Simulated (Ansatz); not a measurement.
**C₃H₁₀AlN: up Jacob's ladder to CCSD(T)**

An exercise on one series of results from a longer session: the logs are not shown, and one member is left open.

Program: Ansatz 0.2.0, Gaussian basis. Level of theory: functionals in def2-TZVPP, the program's frozen cores in correlated methods. These are calculated values, not measurements.

Levels to be run: PBE-D4, r2SCAN-D4, PBE0-D4, B3LYP-D4, ωB97X-V, ωB97M-V, B2PLYP; CCSD(T)/def2-TZVPP; MP2/def2-QZVPP; extrapolation to the limit.

### Structure used throughout

An earlier PBE0-D4 in a triple-zeta def2 set relaxation fixed the geometry.

SMILES `C[CH]([AlH2])CN`, 15 atoms, charge 0, spin multiplicity 1.

Atoms are counted from 1 here; the program's logs count them from 0.

Bond lengths: C1–C2 1.530 Å, C1–H6 1.093 Å, C1–H7 1.095 Å, C1–H8 1.096 Å, C2–Al3 1.966 Å, C2–C4 1.523 Å, C2–H9 1.105 Å, Al3–H10 1.593 Å, Al3–H11 1.592 Å, C4–N5 1.458 Å, C4–H12 1.105 Å, C4–H13 1.095 Å, N5–H14 1.013 Å, N5–H15 1.012 Å. Angles: C2–C1–H6 112.0°, C2–C1–H7 112.3°, C2–C1–H8 111.2°, H6–C1–H7 106.6°, H6–C1–H8 107.0°, H7–C1–H8 107.4°, C1–C2–Al3 113.4°, C1–C2–C4 112.7°, C1–C2–H9 107.5°, Al3–C2–C4 112.8°, Al3–C2–H9 103.3°, C4–C2–H9 106.3°, C2–Al3–H10 120.5°, C2–Al3–H11 119.9°, H10–Al3–H11 119.6°, C2–C4–N5 111.9°, C2–C4–H12 108.8°, C2–C4–H13 109.7° and more.

As a file:

```xyz
15

C    -1.2791   -0.3998    0.7376
C     0.1400    0.1061    0.4731
Al    1.5323   -0.9924    1.3222
C     0.4071    0.3587   -1.0052
N    -0.4437    1.4158   -1.5379
H    -1.4418   -0.6297    1.7939
H    -2.0410    0.3351    0.4558
H    -1.4848   -1.3172    0.1749
H     0.2449    1.0830    0.9782
H     2.9950   -1.0674    0.6969
H     1.2158   -1.7677    2.6759
H     0.3035   -0.5947   -1.5540
H     1.4455    0.6774   -1.1443
H    -0.2021    1.6173   -2.5004
H    -1.4134    1.1249   -1.5374
```

The first run:

Input file in.yaml:

```yaml
crystal:
  periodic: [false, false, false]
  atoms:
    - {symbol: C, position_ang: [-1.279091, -0.399839, 0.737582]}
    - {symbol: C, position_ang: [0.139992, 0.106083, 0.473084]}
    - {symbol: Al, position_ang: [1.532335, -0.992398, 1.322179]}
    - {symbol: C, position_ang: [0.407089, 0.358722, -1.005155]}
    - {symbol: N, position_ang: [-0.443747, 1.415798, -1.537889]}
    - {symbol: H, position_ang: [-1.441795, -0.629707, 1.793868]}
    - {symbol: H, position_ang: [-2.040993, 0.335051, 0.455753]}
    - {symbol: H, position_ang: [-1.484829, -1.317204, 0.174942]}
    - {symbol: H, position_ang: [0.244896, 1.082964, 0.978189]}
    - {symbol: H, position_ang: [2.995036, -1.067409, 0.696910]}
    - {symbol: H, position_ang: [1.215816, -1.767673, 2.675947]}
    - {symbol: H, position_ang: [0.303542, -0.594744, -1.554000]}
    - {symbol: H, position_ang: [1.445455, 0.677401, -1.144311]}
    - {symbol: H, position_ang: [-0.202135, 1.617296, -2.500418]}
    - {symbol: H, position_ang: [-1.413372, 1.124857, -1.537382]}
basis:
  gaussian: {orbitals: def2-TZVPP}
hamiltonian: {xc: pbe, dispersion: d4}
output: {forces: true, orbitals: {seedname: orbitals}}
```

Command:

```sh
$ ansatz run in.yaml --threads 4 --pin off --events-out ev --progress --plain --max-ram 10444MiB
```

Among the steps run: PBE-D4 (GGA); r2SCAN-D4 (meta-GGA); PBE0-D4 (hybrid); B3LYP-D4 (hybrid); ωB97X-V (range-separated); ωB97M-V (range-separated); B2PLYP (double hybrid); CCSD(T) in def2-TZVPP; MP2 in def2-QZVPP.

One of the session's tables, all rows but one given; the rest of the session is left out.

It belongs to the step «Atomisation energies». 

| method | atomisation energy (kJ/mol) |
| --- | --- |
| PBE-D4 | 5376.6 |
| r2SCAN-D4 | 5299.3 |
| PBE0-D4 | 5312.7 |
| B3LYP-D4 | 5312.7 |
| ωB97X-V | 5321.9 |
| ωB97M-V | 5322.1 |
| B2PLYP | 5246.6 |
| HF/def2-TZVPP | 3896.1 |
| MP2/def2-TZVPP | 5210.0 |
| CCSD/def2-TZVPP | 5113.2 |
| CCSD(T)/def2-TZVPP | 5176.8 |
| MP2/CBS | ? |
| CCSD(T)/CBS | 5305.7 |

**Question.** Estimate the row for MP2/CBS.

**Answer.** atomisation energy (kJ/mol): 5338.9. In the column «atomisation energy (kJ/mol)» it lies between ωB97M-V (5322.1) and PBE-D4 (5376.6).

To keep in mind: Free atoms (3 C, 1 Al, 1 N, 10 H) were run apart at each level; the atomisation energy is their sum less the molecule, without zero-point or spin-orbit terms.
